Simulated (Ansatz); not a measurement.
# ScNb2: the cost of one run

Method: DFT PBE, scalar-relativistic, plane waves, PAW, in Ansatz 0.2.0.

## 1. The system as given

It takes space group P6/mmm (No. 191, hexagonal). The conventional cell has a = 4.264 Å, b = 4.264 Å, c = 2.999 Å, α = 90.00°, β = 90.00°, γ = 120.00°. Sc (site symmetry 6/mmm) is surrounded by 12 Nb at 2.88 Å and 2 Sc at 3.00 Å. Around Nb (site symmetry -6m2) lie 3 Nb at 2.46 Å.

As a file:

```cif
data_structure
_symmetry_space_group_name_H-M 'P6/mmm'
_symmetry_Int_Tables_number 191
_cell_length_a 4.2645
_cell_length_b 4.2645
_cell_length_c 2.9995
_cell_angle_alpha 90.000
_cell_angle_beta 90.000
_cell_angle_gamma 120.000
_cell_volume 47.24
loop_
_atom_site_label
_atom_site_type_symbol
_atom_site_symmetry_multiplicity
_atom_site_Wyckoff_symbol
_atom_site_fract_x
_atom_site_fract_y
_atom_site_fract_z
_atom_site_occupancy
Sc1 Sc 1 a 0.00000 0.00000 0.00000 1
Nb1 Nb 2 d 0.33333 0.66667 0.50000 1
```

This is candidate A: TbCd2 type (P6/mmm, No. 191).

(A quick probe on a coarse mesh, which set the mesh and smearing, is not shown.)

## 3. Coarse relaxation (candidate A)

File input.yaml:

```yaml
crystal:
  lattice:
    - [4.2644894962, 0.0, 0.0]
    - [-2.1322447481, 3.6931562379, 0.0]
    - [0.0, 0.0, 2.9994892444]
  atoms:
    - { symbol: Sc, position: [0.0, 0.0, 0.0] }
    - { symbol: Nb, position: [0.3333333333, 0.6666666667, 0.5] }
    - { symbol: Nb, position: [0.6666666667, 0.3333333333, 0.5] }
basis:
  ecutwfc: 420
kpoints:
  mp_grid: { grid: [6, 6, 6] }
hamiltonian:
  xc: pbe
scf:
  occupations: { method: gaussian, width: 0.1 }
  lower_state_search: "off"
output:
  forces: true
  stress: true
  eigenvalues: true
relax:
  adjacent_minimum: "off"
  f_tol: 0.04
  max_steps: 70
  cell: { stress_tol: 0.4 }
```

Started as:

```console
$ ansatz run input.yaml --threads 1 --pin off --max-ram 2560MiB --backend cpu --events-out ev --progress --plain --runs-dir out
```

**Question.** How long does this run take on 1 thread of Arm Neoverse V1, shared host, and how much memory does it need?

About 15 s, with a peak of 0.35 GiB.
